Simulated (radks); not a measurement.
# Cd³⁺ in [Ar] 3d10 4s2 4p5.5 4d9 5s0.5: an all-electron calculation

Aim: the levels, the sizes of the orbitals and the parts of the energy of the cadmium ion Cd3+.

The numbers are computed with radks (a radial shooting solver on a logarithmic mesh, Libxc functionals) version 1 (scalar-relativistic Kohn-Sham, LDA (Slater exchange, VWN5 correlation), spin-polarised, spherical densities, finite nucleus; open shells are filled with parallel spins first), except any that are marked as measured or tabulated.

## (1) The atom as given

| Item | Value |
| --- | --- |
| element | cadmium (Z = 48) |
| charge | +3 |
| electrons | 45 |
| configuration | [Ar] 3d10 4s2 4p5.5 4d9 5s0.5 |
| nuclear rms radius | 4.6087 fm |

## (2) Self-consistent calculation

Input:

```text
Z 48
configuration [Ar] 3d10 4s2 4p5.5 4d9 5s0.5
relativity scalar-relativistic
functional lda,vwn5
spin polarised
nucleus finite rms 4.6087 fm
c 137.035999084
```

On the command line:

```bash
$ python run_ks.py task.json out
```

All runs below come from this command, one after another.

**Question.** What will this run give?

As calculated:

| quantity | value |
| --- | --- |
| total energy | -5585.82393 hartree |
| exchange-correlation share of it | 2.65 % |
| −T/E | 1.0403 |
| highest occupied level | 5s up, -34.258 eV |
| most extended occupied level | 5s up, <r> = 2.22 bohr |
| radius at density 0.001 e/bohr³ | 3.25 bohr |
| maxima of the radial density | 4 |

What this shows: 5 principal shells are occupied and 4 maxima appear in the radial density; where shells overlap, one shows as a shoulder or not at all. −T/E is 1.040: with relativity the kinetic term as defined here no longer equals −E. This is not the tabulated ground configuration, so its levels and sizes aren't those of the ground state, and no measured value stands beside it.
